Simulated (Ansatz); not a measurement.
# Mo4S8NO in Ansatz: the effect of pseudo set

Mo4S8NO, a slab with vacuum:

```
S Mo N O
1.0
     6.32600    0.00000    0.00000
    -3.16300    5.47848    0.00000
     0.00000    0.00000   22.16349
S Mo N O
8 4 1 1
Direct
  0.66667 0.33333 0.36095
  0.66667 0.83333 0.36095
  0.16667 0.33333 0.36095
  0.16667 0.83333 0.36095
  0.66667 0.33333 0.49647
  0.66667 0.83333 0.49647
  0.16667 0.33333 0.49647
  0.16667 0.83333 0.49647
  0.33333 0.16667 0.42873
  0.33333 0.66667 0.42873
  0.83333 0.16667 0.42873
  0.83333 0.66667 0.42873
  0.16667 0.83333 0.61649
  0.16667 0.83333 0.66882
```

The cell isn't the ideal one: NO (upright) over a top site of the (0 0 1) slab of MoS2, cut from the database cell, not relaxed.

Alike in all runs:

| Property | Result |
| --- | --- |
| Program | Ansatz 0.2.0 |
| Task | band structure |
| Functional | PBE |
| k mesh | 5 × 5 × 1 |
| Occupations | fermi-dirac, width 0.05 eV |
| Spin | no spin polarisation |

```tsv
pseudo set	cutoff	largest force (eV/Å)	work function (eV)
Ansatz PAW	420 eV (not typed: the program's choice for these potentials)	1.56	4.17
Ansatz PAW accurate	900 eV	1.54	4.16
SPMS NC	1034 eV (not typed: the program's choice for these potentials)	1.53	4.18
PseudoDojo stringent	1252 eV	?	?
Ansatz PAW earlier set	930 eV (not typed: the program's choice for these potentials)	1.51	4.16
```

Question: What does the run with pseudo set PseudoDojo stringent give?

Answer: Largest force 1.45 eV/Å; work function 4.17 eV.

Caveats: an odd number of electrons without spin polarisation forces a metal; a magnetic or distorted state may lie lower.
